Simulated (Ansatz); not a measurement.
The system is NaLaMnMoO6.

```
Na La Mn Mo O
1.0
     5.10934   -0.00669    0.01056
    -0.23945    5.68925    0.00703
    -0.92899   -2.82542    5.11884
Na La Mn Mo O
1 1 1 1 6
Direct
  0.40776 0.38086 0.07519
  0.03690 0.66325 0.68598
  0.44271 0.04268 0.40638
  0.90251 0.96387 0.30442
  0.73627 0.69569 0.99417
  0.72288 0.91846 0.55299
  0.70112 0.27368 0.37292
  0.19224 0.75325 0.36660
  0.17926 0.03365 0.11672
  0.20034 0.27462 0.63197
```

The cell was built by a generator and needn't be a form met in nature.

Base run:

| Property | Result |
| --- | --- |
| Program | Ansatz 0.2.0 |
| Functional | PBE |
| Potentials or basis | Ansatz PAW |
| Cutoff | 420 eV (not typed: the program's choice for these potentials) |
| k mesh | 6 × 6 × 5 |
| Occupations | fermi-dirac, width 0.05 eV |
| Spin | collinear spin, ferromagnetic start |
| Starting moments | [0.0, 0.0, 4.0, 1.0, 0.0, 0.0, 0.0, 0.0, 0.0, 0.0] μB |
| Hubbard terms | La f U = 4 eV, Mn d U = 4 eV, Mo d U = 4 eV |

Its results: band gap on the k mesh 1.71 eV, indirect (least direct gap 1.79 eV); pressure 3.5 GPa; net moment 3.00 μB per cell; site moments Na +0.00; La +0.00; Mn +3.13; Mo -0.37; O +0.04, -0.03, -0.04, +0.07 μB; largest force 1.339 eV/Å.

Question: After a change of settings the same cell gave: band gap on the k mesh 1.62 eV, direct; pressure 6.8 GPa; net moment 3.00 μB per cell; site moments Na +0.00; La +0.00; Mn +3.42; Mo -0.47; O +0.06, -0.06, -0.07, -0.08, +0.05 μB; largest force 2.182 eV/Å. Which change was it?
A. functional from PBE to revPBE; hubbard terms from La f U = 4 eV, Mn d U = 4 eV, Mo d U = 4 eV to none; hubbard projectors from ortho-atomic (the default) to none
B. hubbard terms from La f U = 4 eV, Mn d U = 4 eV, Mo d U = 4 eV to La f U = 8 eV, Mn d U = 8 eV, Mo d U = 8 eV
C. hubbard terms from La f U = 4 eV, Mn d U = 4 eV, Mo d U = 4 eV to La f U = 6 eV, Mn d U = 6 eV, Mo d U = 6 eV

Answer: B.

Caveats: the magnetic or orbital state may not be the lowest; odd divisions of the mesh miss points on the zone boundary, where band edges often lie, so the gap on the mesh can be too wide; spin-orbit coupling is left out, which moves the levels of the heavy elements; a cell with one magnetic atom can't hold antiferromagnetic order, which such compounds often take; forces of over 1 eV/Å show positions far from the minimum, so gaps and moduli don't describe the material at rest; the starting moments weren't kept.
